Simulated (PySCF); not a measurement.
# SiNBr: the energy surface near the minimum

How stiff is SiNBr (singlet) against rigid distortions? The scans start from its PBE0 minimum.

Method: PBE0, basis Si def2-TZVP, N def2-TZVP, Br def2-TZVP, no relativity, density fitting; program: PySCF 2.14.0.

### 1 Where the work starts

3 atoms, charge 0, spin multiplicity 1.

Bond lengths: Si1–N2 1.558 Å, Si1–Br3 2.171 Å. Angles: N2–Si1–Br3 180.0°.

Coordinates in bohr (charge 0 multiplicity 1):
```
Si    0.0000    0.0000    0.0000
N    -2.9166    0.0000   -0.4087
Br    4.0624    0.0000    0.5692
```

### 2 Breathing scan

One driver script runs all scans and calls PySCF for each point, on a (75, 302) grid.

Launch:

```console
> OMP_NUM_THREADS=2 python axn.py task.json out
```

A rigid scan with PBE0: all bonds to the central atom are scaled together. Each point starts from its neighbour's orbitals, and energies count from the minimum.

```
scale of all bonds to the centre  energy (kJ/mol)  dipole size (D)
                            0.88            209.8             5.76
                            0.92             81.9             5.39
                            0.96             18.0             5.01
                            1.00              0.0             4.62
                            1.04             14.1             4.23
                            1.08             50.2             3.83
                            1.14            129.5             3.22
                            1.22            257.0             2.42
                            1.35            466.6             1.16
```

The scan needed 40 s of wall time on 2 threads of Intel Xeon at 2.50GHz (Skylake/Cascade Lake), shared host.

### 3 Stretching one bond

A rigid scan with PBE0: the bond from Si to the last atom (Br) is scaled and the rest held.

```
scale of one bond  energy (kJ/mol)  dipole size (D)
             0.92             31.0             5.44
             0.96              6.8             5.03
             1.00              0.0             4.62
             1.05              7.9             4.11
             1.12             36.7             3.42
             1.20             81.4             2.70
             1.35            169.6             1.60
             1.55            266.0             0.65
             1.80            344.5             0.00
             2.20            404.6             0.49
```

The scan took 50 s.

A restricted determinant lies too high at long bonds, where the pair should uncouple.

### 4 Bending curve

A rigid scan with PBE0: the N–Si–Br angle changes, with bonds held.

```
bond angle (°)  energy (kJ/mol)  dipole size (D)
            80             82.7             2.27
            90             95.3             2.57
           100             85.8             2.88
           110             66.4             3.18
           120             46.9             3.49
           130             30.9             3.80
           140             18.8             4.07
           150             10.2             4.30
           160              4.4             4.48
           170              1.1             4.58
           180              0.0             4.62
```

The scan took 41 s.

### 5 Results

```
            quantity        value
all bonds 4 % longer  14.1 kJ/mol
one bond 20 % longer  81.4 kJ/mol
```

**Reading.** The well is lopsided, 18.0 kJ/mol for 4 % shorter bonds against 14.1 for 4 % longer ones.
